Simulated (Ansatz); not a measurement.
**C₃H₄AlF: an energy map over two coordinates**

How does the energy of C₃H₄AlF, SMILES FC=C=[CH][AlH2] change over two coordinates at once? A grid of runs gives the map.

The runs use Ansatz 0.2.0; RKS CAM-B3LYP-D4/def2-SVP.

## 1. The system as given

SMILES `FC=C=[CH][AlH2]`, 9 atoms, charge 0, spin multiplicity 1.

Atoms are counted from 1 here; the program's logs count them from 0.

Bond lengths: F1–C2 1.354 Å, C2–C3 1.324 Å, C2–H6 1.103 Å, C3–C4 1.323 Å, C4–Al5 1.965 Å, C4–H7 1.110 Å, Al5–H8 1.601 Å, Al5–H9 1.596 Å. Angles: F1–C2–C3 123.1°, F1–C2–H6 113.5°, C3–C2–H6 123.4°, C2–C3–C4 176.2°, C3–C4–Al5 117.4°, C3–C4–H7 118.4°, Al5–C4–H7 124.1°, C4–Al5–H8 120.1°, C4–Al5–H9 117.4°, H8–Al5–H9 122.5°.

As a file:

```tsv
atom	x (Å)	y (Å)	z (Å)
F1	1.3107	2.2929	1.2204
C2	0.6928	1.8589	0.0968
C3	0.6223	0.5810	-0.2409
C4	0.4659	-0.6939	-0.5569
Al5	-1.0956	-1.6252	0.1879
H6	0.2712	2.6737	-0.5159
H7	1.2410	-1.1819	-1.1842
H8	-1.2668	-3.2021	-0.0264
H9	-2.1529	-0.7496	1.0022
```

This geometry comes from a loose relaxation at PBE in a small basis, which is not shown.

## 3. Setting up the map

First coordinate, angle C2–C3–C4 (carried through 180): 11 values from 140 to 220 °. Second coordinate, change of the bonds C3–C2, C3–C4, all alike: 11 values from −0.144 to 0.223 Å.

Nothing else is relaxed (all other coordinates rigid). Energies count from the relaxed molecule at the same level. Points are written as (first, second).

(The set-up runs are not shown.)

## 4. The run at (180°, 0.003 Å)

Input file input.yaml:

```yaml
crystal:
  periodic: [false, false, false]
  atoms:
    - { symbol: F, position_ang: [1.382043, 2.276695, 1.174982] }
    - { symbol: C, position_ang: [0.735036, 1.852909, 0.079578] }
    - { symbol: C, position_ang: [0.614547, 0.58241, -0.227607] }
    - { symbol: C, position_ang: [0.493963, -0.689089, -0.535034] }
    - { symbol: Al, position_ang: [-1.03508, -1.674406, 0.165741] }
    - { symbol: H, position_ang: [0.331322, 2.664435, -0.531758] }
    - { symbol: H, position_ang: [1.282236, -1.139905, -1.155575] }
    - { symbol: H, position_ang: [-1.157463, -3.229065, -0.095149] }
    - { symbol: H, position_ang: [-2.11853, -0.867736, 0.981251] }
basis:
  gaussian: { orbitals: def2-SVP }
hamiltonian:
  xc: { name: CAM-B3LYP }
  dispersion: d4
output:
  forces: true
```

Run with:

```console
> ansatz run input.yaml --threads 1 --pin off --max-ram 2560MiB --backend cpu --events-out ev --progress --plain --runs-dir out
```

The session goes on with these runs: the other points that were computed.

Q: Predict the outcome of this session. Wanted: lowest point; highest computed point; dipole moment; largest force on an atom.

**Answer**, as computed:

| quantity | value |
| --- | --- |
| lowest point | (180°, 0.003 Å), 0.12 kcal/mol |
| highest computed point | (220°, −0.144 Å), 68.5 kcal/mol above the lowest |
| dipole moment (D) | 1.22 at (196°, 0.223 Å) to 1.71 at (172°, −0.144 Å); 1.52 at the lowest point |
| largest force on an atom (eV/Å) | 0.2 at (180°, 0.003 Å) to 16.0 at (220°, −0.144 Å); 0.2 at the lowest point |
| time for the whole task | 10 min on 1 thread, shared host |

What this shows: The lowest computed point is at (180°, 0.003 Å), 0.12 kcal/mol from the relaxed molecule at the same level. The grid is coarse, so the lowest point of the scanned range may lie between grid points; coordinates that were held can hide deeper minima. No other kind of well shows on this grid. The highest computed point, (220°, −0.144 Å), lies 68.5 kcal/mol above the lowest. Round the minimum the two coordinates are nearly uncoupled.
